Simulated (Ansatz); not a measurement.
## Pd3I in Ansatz: the effect of Hubbard term

Pd3I:

```
I Pd
1.0
    -2.14695    2.14695    3.87591
     2.14695   -2.14695    3.87591
     2.14695    2.14695   -3.87591
I Pd
1 3
Direct
  0.00000 0.00000 0.00000
  0.50000 0.50000 0.00000
  0.25000 0.75000 0.50000
  0.75000 0.25000 0.50000
```

The cell comes from a database or a generator and needn't be the stable form of this composition.

Alike in all runs:

```yaml
Program: Ansatz 0.2.0
Task: band structure
Functional: PBE
Potentials_or_basis: Ansatz PAW
Cutoff: "420 eV (not typed: the program's choice for these potentials)"
k_mesh: 9 × 9 × 9
Occupations: fermi-dirac, width 0.05 eV
Spin: no spin polarisation
Path: "[[\"G\", \"X\", \"Y\", \"S\", \"G\", \"Z\", \"S1\", \"N\", \"P\", \"Y1\", \"Z\"], [\"X\", \"P\"]]"
Points_for_each_segment_of_the_path: 14
Hubbard_projectors: ortho-atomic (the default)
Double_counting: fll (the default)
```

```tsv
Hubbard term	pressure (GPa)
none	-0.3
Pd d U = 1 eV	-0.3
Pd d U = 2 eV	-0.2
Pd d U = 3 eV	0.0
Pd d U = 4 eV	0.2
Pd d U = 5 eV	0.5
Pd d U = 6 eV	0.8
Pd d U = 8 eV	?
```

Question: What does the run with Hubbard term Pd d U = 8 eV give?

Answer: Pressure 1.5 GPa.

Worked out: A parabola through the other rows of the pressure, of slope 0.487 GPa per eV there, extrapolates to 1.7 GPa, against the run's 1.5.

Caveats: an odd number of electrons without spin polarisation forces a metal; a magnetic or distorted state may lie lower; U without spin polarisation on a metal has little footing (some runs).
